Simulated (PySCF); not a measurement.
**C2H9PSi2: geometry, spin-spin couplings**

What spin-spin couplings should C2H9PSi2 (`[SiH3]/C=C\[SiH2]P`) show?

The runs use PySCF 2.14.0, with density-fitted response routines of our own; the level of theory stands in each step. All values are computed, except where a source is named. Atoms count from 0, in the outputs and in this text.

### 1 The starting structure

14 atoms, charge 0, multiplicity 1; geometry from: GFN2-xTB. The atoms were then displaced at random by about 0.01 Å, so the start is not that level's minimum.

Bonds of the start (Å): Si0–C1 1.86, C1–C2 1.32, C2–Si3 1.91, Si3–P4 2.22, Si0–H5 1.46, Si0–H6 1.47, Si0–H7 1.49, C1–H8 1.11, C2–H9 1.11, Si3–H10 1.46, Si3–H11 1.47, P4–H12 1.41, P4–H13 1.39.

### 2 Relaxing the molecule at PBE0-D3(BJ)/def2-SVP

The job: settings as JSON, then the geometry in Å.

```
{"job": {"xc": "PBE0", "basis": "def2-SVP", "d3": "d3bj", "grid": 1, "shake": 0.01, "kind": "geom"}, "charge": 0, "multiplicity": 1}
Si    -1.875240     0.825670    -0.537910
C     -1.123560     0.150990     1.024560
C     -0.056770    -0.621210     1.099810
Si     1.083020    -1.204590    -0.321240
P      2.597310     0.315360    -0.895660
H     -2.734930    -0.172320    -1.170080
H     -0.848670     1.289030    -1.478740
H     -2.710760     2.001030    -0.160310
H     -1.622390     0.425370     1.972990
H      0.290350    -0.940960     2.104910
H      1.766390    -2.409620     0.129580
H      0.276900    -1.490340    -1.519100
H      1.780410     1.435020    -0.630760
H      3.170790     0.381480     0.374180
```

Launch:

```sh
> OMP_NUM_THREADS=1 python probes_run.py task.json out
```

One launch serves the whole session: the jobs run in the order shown.

**Question.** This job is followed by: B3LYP/cc-pVTZ indirect spin-spin coupling, non-relativistic, gas phase; B3LYP/6-31G* indirect spin-spin coupling, non-relativistic, gas phase. Predict these results of the whole session: point group; rotational constants (main isotopes); largest coupling of the table (B3LYP/cc-pVTZ); range of J(Si3,H10), mean over like pairs.

As calculated:

| quantity | value |
| --- | --- |
| point group | C1 |
| rotational constants (main isotopes) | 3.82, 1.11, 0.99 GHz |
| largest coupling of the table (B3LYP/cc-pVTZ) | ¹J(Si,H) Si3–H10, -158.2 Hz (mean over like pairs) |
| range of J(Si3,H10), mean over like pairs | -182.3 to -158.2 Hz |

The start of the PBE0/def2-SVP relaxation was shaken at random by about 0.01 Å, so part of the energy gained, and of the first lengths quoted, undoes that. The optimisation took 7 steps and gained 0.136 eV; among the close pairs (by a distance rule), Si3–P4 changed most, from 2.221 to 2.269 Å. No frequency check was run at this level, so the end point may be a saddle. Of the pairs tabulated at B3LYP/cc-pVTZ, Si3–H10 (mean over like pairs) couples most strongly (-158.2 Hz; Fermi contact -158.6 Hz). Couplings across rotatable bonds belong to this one conformer; where others are populated, the observed values are averages. The coupling Si3–H10, as a mean over pairs of its kind, runs from -182.3 Hz (B3LYP/6-31G*) to -158.2 Hz (B3LYP/cc-pVTZ). Couplings from bases without tight functions are rough.
